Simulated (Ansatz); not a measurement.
# CH5FO2Ti: the cost of one run

Program: Ansatz 0.2.0. Level of theory: RKS PBE/def2-SVP. These are calculated values, not measurements.

**1. Starting point**

Bond lengths: Ti1–F2 2.393 Å, Ti1–C3 1.992 Å, Ti1–H4 2.100 Å, Ti1–O5 1.684 Å, Ti1–O6 1.683 Å, C3–H7 1.092 Å, C3–H8 1.092 Å, O5–H9 0.958 Å, O6–H10 0.958 Å. Angles (14 of 15 angles, heavy atoms first): F2–Ti1–C3 70.3°, F2–Ti1–O5 99.5°, F2–Ti1–O6 99.1°, C3–Ti1–O5 103.5°, C3–Ti1–O6 103.3°, O5–Ti1–O6 151.3°, F2–Ti1–H4 30.7°, C3–Ti1–H4 39.6°, H4–Ti1–O5 103.8°, H4–Ti1–O6 103.4°, Ti1–C3–H7 119.5°, Ti1–C3–H8 119.5°, Ti1–O5–H9 178.1°, Ti1–O6–H10 175.2°.

As a file:

```xyz
10

Ti   -0.7001   -0.1448   -0.3366
F     1.1106   -1.6866   -0.0736
C     0.8225    0.7569    0.5773
H     1.2470   -0.5467    0.3407
O    -0.4844    0.2658   -1.9557
O    -1.6700   -0.6541    0.9411
H     0.7488    0.9900    1.6412
H     1.4130    1.4974    0.0344
H    -0.3325    0.4892   -2.8744
H    -2.1549   -0.9672    1.7056
```

**2. A restrained relaxation towards end A**

Springs on the bonds that form and break draw the guess towards this end; the thresholds are loose.

input.yaml reads:

```yaml
crystal:
  periodic: [false, false, false]
  atoms:
    - { symbol: Ti, position_ang: [-0.7001, -0.1448, -0.3366] }
    - { symbol: F, position_ang: [1.1106, -1.6866, -0.0736] }
    - { symbol: C, position_ang: [0.8225, 0.7569, 0.5773] }
    - { symbol: H, position_ang: [1.247, -0.5467, 0.3407] }
    - { symbol: O, position_ang: [-0.4844, 0.2658, -1.9557] }
    - { symbol: O, position_ang: [-1.67, -0.6541, 0.9411] }
    - { symbol: H, position_ang: [0.7488, 0.99, 1.6412] }
    - { symbol: H, position_ang: [1.413, 1.4974, 0.0344] }
    - { symbol: H, position_ang: [-0.3325, 0.4892, -2.8744] }
    - { symbol: H, position_ang: [-2.1549, -0.9672, 1.7056] }
basis:
  gaussian: { orbitals: def2-SVP }
hamiltonian:
  xc: pbe
relax:
  f_tol: 0.15
  max_steps: 25
  restrain:
    - { distance: [3, 1], at: 2.18, k: 30.0 }
    - { distance: [0, 1], at: 2.17, k: 30.0 }
    - { distance: [3, 2], at: 1.07, k: 30.0 }
```

Launch:

```bash
$ ansatz run input.yaml --threads 2 --pin off --max-ram 3072MiB --backend cpu --events-out ev --progress --plain --runs-dir out
```

What time and memory should one allow on 2 threads of Intel Xeon Platinum 8375C at 2.90GHz (Ice Lake), shared host?

About 23 s, with a peak of 0.18 GiB.
